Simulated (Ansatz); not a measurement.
I need a rigid scan of one bond length of GeH4INO, SMILES [NH2][GeH]([OH])[I]. Use the Ansatz DFT code, driven from Python. Use (for the species named): B3LYP, def2-SVP basis, multiplicity 1, D4 dispersion.

Contents of `geh4ino.xyz`:
```text
8

N    -0.44250    1.20390    0.44420
Ge    0.53180   -0.15030   -0.25580
O     0.84600   -1.32930    1.02810
I    -0.66320   -1.27870   -2.13310
H    -1.39630    0.82470    0.72080
H    -0.70680    1.90030   -0.36900
H     1.89690    0.41870   -0.80170
H     0.02620   -1.64650    1.31060
```

`geh4ino.py`
```python
# -*- coding: utf-8 -*-
'''Potential curve of GeH4INO along one bond.'''

import ansatz as az
import numpy as np


def main():
    mol = az.Crystal.molecule_from_extxyz('geh4ino.xyz')

    symbols = [site.symbol for site in mol.cartesian_sites]
    start = np.array([site.position_ang for site in mol.cartesian_sites])
    axis = (start[3] - start[1]) / np.linalg.norm(start[3] - start[1])
    moving = [3]
    lengths, energies = [2.196, 2.295, 2.395, 2.495, 2.595, 2.695, 2.795, 2.944], []
    for length in lengths:
        xyz = start.copy()
        xyz[moving] += (length - np.linalg.norm(start[3] - start[1])) * axis
        point = az.Crystal.molecule()
        for symbol, xyz in zip(symbols, xyz):
            point = point.atom(symbol, xyz.tolist())
        setup = point.calculation().basis(gaussian='def2-SVP').functional('b3lyp', dispersion='d4')
        rep = setup.run().report
        energies.append(rep['free_energy_ev'])
        print(f'r = {length:6.3f} A  E = {energies[-1]:.5f} eV  <S^2> = {abs(rep["mean_field"]["state"]["spin_squared"]):.3f}')

    # quartic fit about the minimum
    fit = np.polynomial.Polynomial.fit(lengths, np.array(energies) - min(energies), 4).convert()
    roots = [r.real for r in fit.deriv().roots() if abs(r.imag) < 1e-9 and fit.deriv(2)(r.real) > 0]
    r_e = min(roots, key=lambda r: abs(r - lengths[int(np.argmin(energies))]))
    print(f'minimum of the fit at {r_e:.4f} A, force constant {fit.deriv(2)(r_e):.2f} eV/A^2')


if __name__ == '__main__':
    main()
```

Running `python geh4ino.py` prints:
```text
r =  2.196 A  E = -68216.09154 eV  <S^2> = 0.000
r =  2.295 A  E = -68216.69199 eV  <S^2> = 0.000
r =  2.395 A  E = -68217.03541 eV  <S^2> = 0.000
r =  2.495 A  E = -68217.19425 eV  <S^2> = 0.000
r =  2.595 A  E = -68217.22565 eV  <S^2> = 0.000
r =  2.695 A  E = -68217.17041 eV  <S^2> = 0.000
r =  2.795 A  E = -68217.05771 eV  <S^2> = 0.000
r =  2.944 A  E = -68216.82721 eV  <S^2> = 0.000
minimum of the fit at 2.5730 A, force constant 9.24 eV/A^2
```

Notes:
- Total energies depend on the basis set; only differences at equal settings carry meaning.
- The rest of the molecule is held rigid at a force-field or estimated start geometry, and the basis set is modest; single-reference methods fail as a bond breaks.
- def2 sets replace the cores of elements past krypton by effective core potentials.
- b3lyp holds the VWN-RPA fit, as in Gaussian; the form of ORCA and Turbomole is b3lyp5.
- The orbitals are restricted, so S² is zero by construction.
- Finished in 45 s on 1 thread of Intel(R) Xeon(R) Platinum 8259CL CPU @ 2.50GHz (Skylake/Cascade Lake), with other jobs on the host, peak memory 0.33 GiB.

(A comment or docstring line of the script was reworded after the run, the code is as it ran; lines on the test bed's own set-up are left out of the output.)
